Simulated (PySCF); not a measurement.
**[Y(BH4)2]+: other functionals and bases at one geometry**

How far do other levels of theory move the description of [Y(BH4)2]+, and what does each cost? It is a constructed species; whether it can be made isn't addressed.

The runs use PySCF 2.14.0; several levels, as the steps say, no spin–orbit coupling.

### 1 Starting geometry

11 atoms, charge 1, spin multiplicity 1.

Bond lengths: Y1–B2 2.343 Å, Y1–H4 2.122 Å, Y1–H5 2.200 Å, Y1–H6 2.122 Å, Y1–B7 2.343 Å, Y1–H9 2.122 Å, Y1–H10 2.201 Å, Y1–H11 2.122 Å, B2–H3 1.197 Å, B2–H4 1.273 Å, B2–H5 1.263 Å, B2–H6 1.274 Å, B7–H8 1.197 Å, B7–H9 1.273 Å, B7–H10 1.263 Å, B7–H11 1.274 Å. Angles: B2–Y1–H4 32.7°, B2–Y1–H5 32.1°, B2–Y1–H6 32.7°, B2–Y1–B7 120.7°, B2–Y1–H9 99.7°, B2–Y1–H10 152.6°, B2–Y1–H11 103.3°, H4–Y1–H5 55.2°, H4–Y1–H6 55.9°, H4–Y1–B7 99.7°, H4–Y1–H9 94.3°, H4–Y1–H10 128.8°, H4–Y1–H11 73.8°, H5–Y1–H6 55.2°, H5–Y1–B7 152.6°, H5–Y1–H9 128.8°, H5–Y1–H10 175.3°, H5–Y1–H11 128.4° and more.

Geometry (Å):

```xyz
11
B2H8Y
Y     0.0000   -0.0001   -0.3811
B     2.0358   -0.0313    0.7786
H     3.0338   -0.0400    1.4387
H     1.2189   -0.9658    1.0625
H     2.1953   -0.1216   -0.4709
H     1.3251    1.0151    0.9292
B    -2.0358    0.0314    0.7785
H    -3.0337    0.0401    1.4388
H    -1.2188    0.9657    1.0625
H    -2.1953    0.1217   -0.4709
H    -1.3252   -1.0152    0.9291
```

Formal oxidation states: Y +3. An earlier session relaxed this geometry at PBE0, Y def2-SVP with ECP28, B def2-SVP, H def2-SVP (singlet, point group C2).

At PBE0 on the finer grid: E = -92.459202 Eh, HOMO -14.12 eV, LUMO -7.77 eV, Mulliken charge on Y1 +1.10 e, largest force component 0.006 eV/Å. 

Levels to run: TPSSh; PBE; PBE0, TZVP. Hardware: 2 threads of Arm Neoverse V1, shared host.

### 2 TPSSh

Input file run.py (the lines that set the calculation):

```python
mol = gto.M(atom='''
Y      0.00001    -0.00009    -0.38111
B      2.03583    -0.03134     0.77858
H      3.03381    -0.04002     1.43871
H      1.21893    -0.96580     1.06252
H      2.19525    -0.12165    -0.47092
H      1.32509     1.01511     0.92919
B     -2.03584     0.03137     0.77853
H     -3.03373     0.04015     1.43879
H     -1.21880     0.96571     1.06247
H     -2.19534     0.12174    -0.47095
H     -1.32521    -1.01518     0.92909''',
    basis={'Y': 'def2-SVP', 'B': 'def2-SVP', 'H': 'def2-SVP'},
    ecp={'Y': 'def2-SVP'},
    charge=1, spin=0)
mf = dft.RKS(mol, xc='TPSSH')
mf.grids.atom_grid = (75, 302)
mf = mf.density_fit()  # fitting sets: Y def2-universal-JKFIT, B def2-universal-JKFIT, H def2-universal-JKFIT
mf.conv_tol = 1e-08; mf.max_cycle = 55
mf.kernel(dm0)  # dm0: the density of the relaxed state
```

Run with:

```bash
OMP_NUM_THREADS=2 python run.py
```

### 3 PBE

Changes to run.py (the lines that set the calculation) since step 2:

```diff
@@ -15,3 +15,3 @@
     charge=1, spin=0)
-mf = dft.RKS(mol, xc='TPSSH')
+mf = dft.RKS(mol, xc='PBE')
 mf.grids.atom_grid = (75, 302)
```

### 4 PBE0, TZVP

Basis: Y def2-TZVP with ECP28, B def2-TZVP, H def2-TZVP. 

Changes to run.py (the lines that set the calculation) since step 3:

```diff
@@ -12,6 +12,6 @@
 H     -1.32521    -1.01518     0.92909''',
-    basis={'Y': 'def2-SVP', 'B': 'def2-SVP', 'H': 'def2-SVP'},
-    ecp={'Y': 'def2-SVP'},
+    basis={'Y': 'def2-TZVP', 'B': 'def2-TZVP', 'H': 'def2-TZVP'},
+    ecp={'Y': 'def2-TZVP'},
     charge=1, spin=0)
-mf = dft.RKS(mol, xc='PBE')
+mf = dft.RKS(mol, xc='PBE0')
 mf.grids.atom_grid = (75, 302)
@@ -19,2 +19,2 @@
 mf.conv_tol = 1e-08; mf.max_cycle = 55
-mf.kernel(dm0)  # dm0: the density of the relaxed state
+mf.kernel(dm0)  # dm0: free metal ions and neutral atoms
```

**Question.** What will these runs give? Wanted: for each run, HOMO; gap; charge on Y1; dipole; largest force.

The runs gave:

| level | state | HOMO (eV) | gap (eV) | charge on Y1 (e) | dipole (D) | largest force (eV/Å) | basis functions | time |
| --- | --- | --- | --- | --- | --- | --- | --- | --- |
| PBE0 (relaxed here) | singlet | -14.12 | 6.35 | 1.10 | 4.45 | 0.01 | 99 | 13 s |
| TPSSh | singlet | -13.49 | 5.41 | 1.12 | 4.46 | 0.23 | 99 | 7.2 s |
| PBE | singlet | -12.71 | 4.08 | 0.94 | 4.13 | 0.26 | 99 | 4.9 s |
| PBE0, TZVP | singlet | -14.15 | 6.41 | 0.99 | 4.36 | 0.28 | 150 | 8.9 s |

Times are on 2 threads of Arm Neoverse V1, shared host; the first row also made further properties. The dipole of a charged species depends on the origin, so these sizes hold for this origin alone.

In one basis the HOMO–LUMO gap runs from 4.08 eV (PBE) to 6.35 eV (PBE0); the widest gap comes with exact exchange. The largest leftover force, 0.28 eV/Å with PBE0, TZVP, stands at a geometry relaxed at another level. The Mulliken charge on Y spans +0.94 to +1.12 e over the levels. Total energies of different levels can't be compared. Spin–orbit coupling is left out throughout.
